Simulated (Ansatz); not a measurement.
# MgSi: a tetragonal deformation path

The task here is to estimate one member of a computed series from the others.

Program: Ansatz 0.2.0. Level of theory: DFT r2SCAN, scalar-relativistic, plane waves, PAW. These are calculated values, not measurements.

**The system as given**

It takes space group P4/mmm (No. 123, tetragonal). Conventional cell: a = 2.908 Å, b = 2.908 Å, c = 4.103 Å, α = 90.00°, β = 90.00°, γ = 90.00°. Mg (site symmetry 4/mmm) has 8 Si at 2.90 Å and 4 Mg at 2.91 Å as nearest neighbours. Si (site symmetry 4/mmm) has 8 Mg at 2.90 Å and 4 Si at 2.91 Å as nearest neighbours.

Structure file:

```
CELL_PARAMETERS angstrom
2.90839 0.00000 0.00000
0.00000 2.90839 0.00000
0.00000 0.00000 4.10343
ATOMIC_POSITIONS crystal
Mg 0.00000 0.00000 0.00000
Si 0.50000 0.50000 0.50000
```

It goes back to an entry of the Materials Project, which need not be the stable form.

The cell is taken as given, not relaxed at this level.

Set-up of the first run:

input.yaml reads:

```yaml
crystal:
  lattice:
    - [2.908394, 0.0, 0.0]
    - [0.0, 2.908394, 0.0]
    - [0.0, 0.0, 4.103427]
  atoms:
    - { symbol: Mg, position: [0.0, 0.0, 0.0] }
    - { symbol: Si, position: [0.5, 0.5, 0.5] }
basis:
  ecutwfc: 500
kpoints:
  mp_grid: { grid: [18, 18, 14] }
hamiltonian:
  xc: r2scan
scf:
  occupations: { method: gaussian, width: 0.15 }
output:
  forces: true
  stress: true
  eigenvalues: true
```

Steps of the session up to this table: The reference: the undisturbed cell on the scan's mesh; At ρ = 0.850; ρ = 1.200; At ρ = 0.920; ρ = 1.100; ρ = 0.960; ρ = 1.050; Point ρ = 0.800; ρ = 1.300.

One table of the session follows, with a row left open; its other results are not shown here.

```
    ρ  ΔE (meV/atom)  pressure (GPa)
0.800           56.7             1.6
0.850           26.3             1.0
0.920              ?               ?
0.960           -7.1            -0.7
1.000            0.0            -1.3
1.050           19.9            -1.7
1.100           48.0            -1.8
1.200          111.4            -1.2
1.300          191.2            -0.3
```

Q: Estimate the row for ρ = 0.920 from the others.

Worked estimate for «ΔE (meV/atom)». A straight line through the neighbours (0.850, 26.3) and (0.960, -7.1) gives 26.3 + (-7.1 − 26.3) × (0.920 − 0.850) / (0.960 − 0.850) = 5.0; a parabola fitted to 4 rows on both sides gives -1.1.

The run gave: ΔE (meV/atom): -2.4; pressure (GPa): -0.1. In «ΔE (meV/atom)» the line misses by +7.4 and the parabola by +1.3.
